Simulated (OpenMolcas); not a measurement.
**One shape, several levels: WO3 (tungsten trioxide)**

Aim: a comparison of 6 runs (HF/def2-SVPD, B3LYP/def2-SVPD, BLYP/def2-SVPD, TPSS/def2-SVPD, r2SCAN/def2-SVPD, revPBE/def2-SVPD) of WO3 (tungsten trioxide). 

The results are computed with OpenMolcas 26.06.

## (1) The structure to begin with

WO3: 4 atoms, total charge 0, spin state singlet. SMILES: `[O]=[W](=[O])=[O]`. The shape is that of a PBE0-D4/def2-TZVP optimisation.

Bond lengths: O1–W2 1.716 Å, W2–O3 1.716 Å, W2–O4 1.716 Å. Angles: O1–W2–O3 107.5°, O1–W2–O4 107.5°, O3–W2–O4 107.5°.

## (2) Energy and gradient at HF/def2-SVPD (core potential) (run 1)

File mol.xyz:

```xyz
4

O     -0.237500     0.265200     1.555000
W     -0.366400    -0.283700    -0.065200
O      1.071700    -1.143300    -0.433900
O     -0.412200     1.101500    -1.076300
```

File job.inp:

```
* O3W Hartree-Fock
>>> EXPORT MOLCAS_PRINT=2

&GATEWAY
 BasLib = $CurrDir
 Coord = mol.xyz
 Basis = def2-SVPD
 Group = NoSym

&SEWARD

&SCF
 Thresholds = 1e-10 1e-07 1e-07 1e-05
 PrOrbitals = 1 2

&ALASKA
```

The basis set def2-SVPD is read from a file made from the Basis Set Exchange's data (not shown).

On the command line:

```sh
$ export MOLCAS_MEM=1860
$ pymolcas job.inp > job.log
```

The log of the run:

```text
--- Start Module: gateway ---
[...]
--- Stop Module: gateway /rc=_RC_ALL_IS_WELL_ ---
[...]
      Basis functions          104
[...]
--- Start Module: scf ---
[...]
       Convergence after  19 Iterations
[...]
::    Total SCF energy                               -290.7875271445
[...]
      Total spin, S                                     0.0000000000
[...]
      Total electronic charge=   38.000000
      Total            charge=   -0.000000
[...]
      Dipole Moment (debye):
      Origin of the operator (angstrom)=   -0.2615   -0.2096   -0.0486
                   X= -5.4334E+00               Y= -3.8381E+00               Z= -8.5845E-01           Total=  6.7074E+00
      Quadrupole Moment (debye*angstrom):
[...]
--- Stop Module: scf /rc=_RC_ALL_IS_WELL_ ---
[...]
--- Start Module: alaska ---
[...]
 *              Molecular gradients               *
 **************************************************
  Irreducible representation: a
 ------------------------------------------------------------------------------------------
                              X                       Y                       Z
 ------------------------------------------------------------------------------------------
  O1                9.30691614709467E-03    1.27687970495374E-02    2.30981826277947E-02
  W2               -4.32682083950873E-02   -3.06171043639694E-02   -6.79221403456887E-03
  O3                2.70141365462369E-02   -6.27941812018484E-03   -3.79370878333063E-03
  O4                6.94715570174687E-03    2.41277254346173E-02   -1.25122598099328E-02
 ------------------------------------------------------------------------------------------
--- Stop Module: alaska /rc=_RC_ALL_IS_WELL_ ---
[...]
```

Run time: 19 s. Hardware: 1 thread of Arm Neoverse V1, shared host; peak memory 0.59 GiB.

## (3) Energy and gradient at B3LYP/def2-SVPD (core potential) (run 2)

File test.input:

```
&GATEWAY
 BasLib = $CurrDir
 Coord
 4
 angstrom
 O       -0.237500       0.265200       1.555000
 W       -0.366400      -0.283700      -0.065200
 O        1.071700      -1.143300      -0.433900
 O       -0.412200       1.101500      -1.076300
 Basis = def2-SVPD
 Group = NoSym

&SEWARD
 GridInput
 Grid=UltraFine
 End of Grid

&SCF
 KSDFT = B3LYP
 Thresholds = 1e-10 1e-07 1e-07 1e-05
 PrOrbitals = 1

&ALASKA
```

The basis set def2-SVPD is read from a file made from the Basis Set Exchange's data (not shown).

On the command line:

```sh
$ export MOLCAS_MEM=1860
$ pymolcas test.input > test.log
```

The log of the run:

```text
--- Start Module: gateway ---
[...]
--- Stop Module: gateway /rc=_RC_ALL_IS_WELL_ ---
[...]
      Basis functions          104
[...]
--- Start Module: scf ---
[...]
       Convergence after  20 Iterations
[...]
::    Total KS-DFT energy                            -292.6920533319
[...]
      Total spin, S                                     0.0000000000
[...]
      Total electronic charge=   38.000000
      Total            charge=   -0.000000
[...]
      Dipole Moment (debye):
      Origin of the operator (angstrom)=   -0.2615   -0.2096   -0.0486
                   X= -4.5662E+00               Y= -3.2255E+00               Z= -7.2148E-01           Total=  5.6369E+00
      Quadrupole Moment (debye*angstrom):
[...]
--- Stop Module: scf /rc=_RC_ALL_IS_WELL_ ---
[...]
--- Start Module: alaska ---
[...]
 *              Molecular gradients               *
 **************************************************
  Irreducible representation: a
 ------------------------------------------------------------------------------------------
                              X                       Y                       Z
 ------------------------------------------------------------------------------------------
  O1               -3.15631790218995E-03   -7.02495085372279E-03   -1.72844583747302E-02
  W2                2.13516940787013E-02    1.50208707571968E-02    3.42435630908189E-03
  O3               -1.68805751429453E-02    7.74747091611339E-03    3.57034554891289E-03
  O4               -1.31480103350556E-03   -1.57433908196243E-02    1.02897565167765E-02
 ------------------------------------------------------------------------------------------
--- Stop Module: alaska /rc=_RC_ALL_IS_WELL_ ---
[...]
```

Wall time 44 s (1 thread of Arm Neoverse V1, shared host); peak memory 0.59 GiB.

Run 3 isn't shown in full; the table further down has it.

## (4) Energy and gradient at TPSS/def2-SVPD (core potential) (run 4)

File coord.xyz:

```xyz
4

O     -0.237500     0.265200     1.555000
W     -0.366400    -0.283700    -0.065200
O      1.071700    -1.143300    -0.433900
O     -0.412200     1.101500    -1.076300
```

File test.input:

```
* O3W Kohn-Sham DFT
>>> EXPORT MOLCAS_PRINT=2

&GATEWAY
  BasLib
  $CurrDir
  Coord
  coord.xyz
  Basis
  def2-SVPD
  Group
  NoSym

&SEWARD
  GridInput
  Grid=UltraFine
  End of Grid

&SCF
  KSDFT
  2
  1.0 MGGA_X_TPSS
  1.0 MGGA_C_TPSS
  Thresholds
  1e-10 1e-07 1e-07 1e-05
  PrOrbitals
  1 2

&ALASKA
```

The basis set def2-SVPD is read from a file made from the Basis Set Exchange's data (not shown).

On the command line:

```sh
$ export MOLCAS_MEM=1860
$ pymolcas test.input > test.log
```

The log of the run:

```text
--- Start Module: gateway ---
[...]
--- Stop Module: gateway /rc=_RC_ALL_IS_WELL_ ---
[...]
      Basis functions          104
[...]
--- Start Module: scf ---
[...]
       Convergence after  21 Iterations
[...]
::    Total KS-DFT energy                            -292.7318989206
[...]
      Total spin, S                                     0.0000000000
[...]
      Total electronic charge=   38.000000
      Total            charge=   -0.000000
[...]
      Dipole Moment (debye):
      Origin of the operator (angstrom)=   -0.2615   -0.2096   -0.0486
                   X= -4.4176E+00               Y= -3.1205E+00               Z= -6.9801E-01           Total=  5.4535E+00
      Quadrupole Moment (debye*angstrom):
[...]
--- Stop Module: scf /rc=_RC_ALL_IS_WELL_ ---
[...]
--- Start Module: alaska ---
[...]
 *              Molecular gradients               *
 **************************************************
  Irreducible representation: a
 ------------------------------------------------------------------------------------------
                              X                       Y                       Z
 ------------------------------------------------------------------------------------------
  O1               -6.02144622247025E-03   -1.17885134692490E-02   -2.73301191895143E-02
  W2                3.67430459663982E-02    2.58812049364634E-02    5.82823911861752E-03
  O3               -2.76110039194002E-02    1.14484484538533E-02    5.46086587900518E-03
  O4               -3.11059582455808E-03   -2.55411399210157E-02    1.60410141919485E-02
 ------------------------------------------------------------------------------------------
--- Stop Module: alaska /rc=_RC_ALL_IS_WELL_ ---
[...]
```

Run time: 59 s. Hardware: 1 thread of Arm Neoverse V1, shared host; peak memory 0.59 GiB.

Run 5 isn't shown in full; the table further down has it.

## (5) Energy and gradient at revPBE/def2-SVPD (core potential) (run 6)

File run.inp:

```
&GATEWAY
BasLib=$CurrDir
Coord
4
angstrom
O       -0.237500       0.265200       1.555000
W       -0.366400      -0.283700      -0.065200
O        1.071700      -1.143300      -0.433900
O       -0.412200       1.101500      -1.076300
Basis=def2-SVPD
Group=NoSym
&SEWARD
GridInput
Grid=UltraFine
End of Grid
&SCF
KSDFT=revPBE
Thresholds=1e-10 1e-07 1e-07 1e-05
PrOrbitals=0
&ALASKA
```

The basis set def2-SVPD is read from a file made from the Basis Set Exchange's data (not shown).

On the command line:

```sh
$ export MOLCAS_MEM=1860
$ pymolcas run.inp > run.log
```

The log of the run:

```text
--- Start Module: gateway ---
[...]
--- Stop Module: gateway /rc=_RC_ALL_IS_WELL_ ---
[...]
      Basis functions          104
[...]
--- Start Module: scf ---
[...]
       Convergence after  20 Iterations
[...]
::    Total KS-DFT energy                            -292.7098412470
[...]
      Total spin, S                                     0.0000000000
[...]
      Total electronic charge=   38.000000
      Total            charge=   -0.000000
[...]
      Dipole Moment (debye):
      Origin of the operator (angstrom)=   -0.2615   -0.2096   -0.0486
                   X= -4.3189E+00               Y= -3.0507E+00               Z= -6.8240E-01           Total=  5.3316E+00
      Quadrupole Moment (debye*angstrom):
[...]
--- Stop Module: scf /rc=_RC_ALL_IS_WELL_ ---
[...]
--- Start Module: alaska ---
[...]
 *              Molecular gradients               *
 **************************************************
  Irreducible representation: a
 ------------------------------------------------------------------------------------------
                              X                       Y                       Z
 ------------------------------------------------------------------------------------------
  O1               -6.62883931851665E-03   -1.28083690495449E-02   -2.94760920002854E-02
  W2                4.00348411273281E-02    2.82020572971069E-02    6.36764498305609E-03
  O3               -2.98938312139949E-02    1.22255766756805E-02    5.85906150415116E-03
  O4               -3.51217059480913E-03   -2.76192649232474E-02    1.72493855131535E-02
 ------------------------------------------------------------------------------------------
--- Stop Module: alaska /rc=_RC_ALL_IS_WELL_ ---
[...]
```

Wall time 42 s (1 thread of Arm Neoverse V1, shared host); peak memory 0.59 GiB.

## (6) All runs side by side

| run | level | integration grid | energy (Eh) | dipole moment (D) | HOMO energy (eV) | LUMO energy (eV) | wall time |
| --- | --- | --- | --- | --- | --- | --- | --- |
| 1 | HF/def2-SVPD (core potential) | – | -290.787527 | 6.71 | -13.10 | -2.40 | 19 s |
| 2 | B3LYP/def2-SVPD (core potential) | UltraFine | -292.692053 | 5.64 | -8.83 | -5.25 | 44 s |
| 3 | BLYP/def2-SVPD (core potential) | UltraFine | -292.676550 | 5.31 | -7.39 | -5.60 | 42 s |
| 4 | TPSS/def2-SVPD (core potential) | UltraFine | -292.731899 | 5.45 | -7.54 | -5.38 | 59 s |
| 5 | r2SCAN/def2-SVPD (core potential) | UltraFine | -292.612489 | 5.58 | -7.81 | -5.37 | 51 s |
| 6 | revPBE/def2-SVPD (core potential) | UltraFine | -292.709841 | 5.33 | -7.40 | -5.43 | 42 s |

## (7) Summary of results

```
                       quantity          value
            run 6: total energy  -292.70984 Eh
           run 6: dipole moment         5.33 D
             run 6: HOMO energy       -7.40 eV
             run 6: LUMO energy       -5.43 eV
           run 6: HOMO–LUMO gap        1.97 eV
run 6: largest force on an atom     2.539 eV/Å
```

What this shows: The dipole moment (its size) runs from 5.31 D (BLYP/def2-SVPD) to 6.71 D (HF/def2-SVPD). The HOMO–LUMO gap runs from 1.78 eV (BLYP/def2-SVPD) to 10.71 eV (HF/def2-SVPD). Exact exchange widens orbital gaps. Totals of different functionals can't be ranked against each other. All runs together took 4.3 min, the longest 59 s.
